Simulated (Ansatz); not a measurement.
# LiSi2B3: the cost of one run

Method: DFT PBE, scalar-relativistic, plane waves, PAW, in Ansatz 0.2.0.

1 further run of the same task is left out (it didn't finish).

## 1. The system as given

The structure is tetragonal, space group I4/mmm (No. 139). Conventional cell: a = 3.459 Å, b = 3.459 Å, c = 8.769 Å, α = 90.00°, β = 90.00°, γ = 90.00°. Li (site symmetry 4/mmm) is surrounded by 12 B at 2.45 to 2.79 Å and 2 Si at 2.71 Å. Si (site symmetry 4mm) has 5 B at 1.67 to 1.81 Å as nearest neighbours. B (site symmetry -4m2) has 4 Si at 1.81 Å as nearest neighbours. B (site symmetry 4/mmm) is surrounded by 2 Si at 1.67 Å.

As a file:

```
CELL_PARAMETERS angstrom
-1.72943 1.72943 4.38435
1.72943 -1.72943 4.38435
1.72943 1.72943 -4.38435
ATOMIC_POSITIONS crystal
Li 0.00000 0.00000 0.00000
Si 0.69071 0.69071 0.00000
Si 0.30929 0.30929 0.00000
B 0.75000 0.25000 0.50000
B 0.50000 0.50000 0.00000
B 0.25000 0.75000 0.50000
```

Recipe of the guess: species swapped into a database cell of CsLi2F3 (I4/mmm, No. 139), with Li on the Cs sites, Si on the Li sites and B on the F sites. Its size is a rough estimate.

## 2. A first look at the guess

Input file input.yaml:

```yaml
crystal:
  lattice:
    - [-1.72943451, 1.72943451, 4.38435426]
    - [1.72943451, -1.72943451, 4.38435426]
    - [1.72943451, 1.72943451, -4.38435426]
  atoms:
    - { symbol: Li, position: [0.0, 0.0, 0.0] }
    - { symbol: Si, position: [0.69071102, 0.69071102, 0.0] }
    - { symbol: Si, position: [0.30928898, 0.30928898, 0.0] }
    - { symbol: B, position: [0.75, 0.25, 0.5] }
    - { symbol: B, position: [0.5, 0.5, 0.0] }
    - { symbol: B, position: [0.25, 0.75, 0.5] }
basis:
  ecutwfc: 420
kpoints:
  mp_grid: { grid: [8, 8, 8] }
hamiltonian:
  xc: pbe
scf:
  occupations: { method: gaussian, width: 0.1 }
  lower_state_search: "off"
output:
  forces: true
  stress: true
  eigenvalues: true
```

Run with:

```
ansatz run input.yaml --threads 1 --pin off --max-ram 2560MiB --backend cpu --events-out ev --progress --plain --runs-dir out
```

Q: Estimate wall time and peak memory on 1 thread of AMD EPYC 9R45 (Zen 5), shared host.

About 1.1 s, with a peak of 0.4 GiB.
